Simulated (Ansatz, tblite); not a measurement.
**F6H2P2Pt: chosen isomers compared**

An exercise on one series of results from a longer session: the logs are not shown, and one member is left open.

The runs use Ansatz 0.2.0, Gaussian basis; relaxed with PBE-D4/def2-SVP, singlet.

1 further run of the same task is left out (set aside as unsound or not needed). Runs told in other sessions of the task aren't counted.

### Starting geometry

11 atoms, charge 0, spin multiplicity 1.

Atoms are counted from 1 here; the program's logs count them from 0.

Bond lengths: F1–P7 1.578 Å, F2–P7 1.584 Å, F3–P7 1.581 Å, F4–P8 1.583 Å, F5–P8 1.581 Å, F6–P8 1.579 Å, P7–Pt9 2.284 Å, P8–Pt9 2.285 Å, Pt9–H10 1.501 Å, Pt9–H11 1.501 Å. Angles: F1–P7–F2 94.6°, F1–P7–F3 94.5°, F1–P7–Pt9 115.8°, F2–P7–F3 94.1°, F2–P7–Pt9 117.7°, F3–P7–Pt9 132.1°, F4–P8–F5 94.1°, F4–P8–F6 94.7°, F4–P8–Pt9 118.9°, F5–P8–F6 94.4°, F5–P8–Pt9 131.6°, F6–P8–Pt9 115.0°, P7–Pt9–P8 81.5°, P7–Pt9–H10 178.0°, P7–Pt9–H11 100.4°, P8–Pt9–H10 100.1°, P8–Pt9–H11 177.5°, H10–Pt9–H11 78.1°.

Coordinates:

```mol
F6H2P2Pt
  3D, bonds by distance, orders not assigned

 11 10  0  0  0  0  0  0  0  0999 V2000
   -1.9592    0.3998    1.2944 F   0  0
   -1.8920   -0.3234   -0.9140 F   0  0
   -2.3945    1.8852   -0.4328 F   0  0
   -0.3439   -1.9238    0.8754 F   0  0
    1.8847   -2.3858    0.4405 F   0  0
    0.4400   -1.9286   -1.3148 F   0  0
   -1.2651    0.8470   -0.0507 P   0  0
    0.8402   -1.2615    0.0592 P   0  0
    1.0119    1.0164    0.0141 Pt  0  0
    2.5037    1.1683    0.0884 H   0  0
    1.1741    2.5063   -0.0600 H   0  0
  1  7  8  0
  2  7  8  0
  3  7  8  0
  4  8  8  0
  5  8  8  0
  6  8  8  0
  7  9  8  0
  8  9  8  0
  9 10  8  0
  9 11  8  0
M  END
```

Pt takes a core potential in the def2 sets. No spin-orbit coupling is included.

The isomers as started, chosen beforehand: A: cis-PtH2(PF3)2; B: trans-PtH2(PF3)2. The structure above is A.

The first run:

The input, in.yaml:

```yaml
crystal:
  periodic: [false, false, false]
  atoms:
    - {symbol: F, position_ang: [-1.959190, 0.399820, 1.294430]}
    - {symbol: F, position_ang: [-1.892030, -0.323420, -0.913970]}
    - {symbol: F, position_ang: [-2.394470, 1.885200, -0.432770]}
    - {symbol: F, position_ang: [-0.343920, -1.923790, 0.875430]}
    - {symbol: F, position_ang: [1.884700, -2.385760, 0.440520]}
    - {symbol: F, position_ang: [0.439990, -1.928570, -1.314750]}
    - {symbol: P, position_ang: [-1.265060, 0.847040, -0.050710]}
    - {symbol: P, position_ang: [0.840190, -1.261510, 0.059250]}
    - {symbol: Pt, position_ang: [1.011930, 1.016350, 0.014140]}
    - {symbol: H, position_ang: [2.503710, 1.168300, 0.088420]}
    - {symbol: H, position_ang: [1.174140, 2.506330, -0.059990]}
basis:
  gaussian: {orbitals: def2-SVP}
hamiltonian: {xc: pbe, dispersion: d4}
scf: {lower_state_search: "off"}
output: {orbitals: {seedname: orbitals}}
relax: {f_tol: 0.02, max_steps: 100}
```

Launch:

```
> ansatz run in.yaml --threads 4 --pin off --events-out ev --progress --plain --max-ram 4787MiB
```

Among the steps run: Relaxing candidate A; Relaxing candidate B; Candidate B, first pass, PBE-D4/def2-SVP; Candidate B, PBE0-D4/def2-TZVP; Candidate B, PBE-D4/def2-TZVP; Candidate B, r2SCAN-D4/def2-TZVP; Candidate B, LC-ωPBE/def2-TZVP; Candidate B, LDA/def2-TZVP; Candidate B, HF/def2-TZVP; Candidate B, PBE-D4/def2-SVP; Candidate B, PBE0-D4/def2-SVP; Candidate B, MP2/def2-TZVP; Candidate B, RPA/def2-TZVP.

One of the session's tables, all rows but one given; the rest of the session is left out.

It belongs to the step «B against A». 

| level | B above A (kJ/mol) |
| --- | --- |
| GFN1-xTB | +3.7 |
| GFN2-xTB | +63.6 |
| HF/def2-TZVP | +4.2 |
| LDA/def2-TZVP | +28.6 |
| PBE-D4/def2-SVP | +38.3 |
| PBE-D4/def2-TZVP | +34.0 |
| r2SCAN-D4/def2-TZVP | +26.5 |
| PBE0-D4/def2-SVP | +32.3 |
| PBE0-D4/def2-TZVP | +26.2 |
| LC-ωPBE/def2-TZVP | +23.2 |
| RPA/def2-TZVP | ? |
| MP2/def2-TZVP | +34.7 |

Estimate the missing values for RPA/def2-TZVP.

**Answer.** B above A (kJ/mol): +33.7. In the column «B above A (kJ/mol)» it lies between PBE0-D4/def2-SVP (+32.3) and PBE-D4/def2-TZVP (+34.0).

Caveats from the session: Only singlets are compared; another spin may lie lower and prefer another shape.
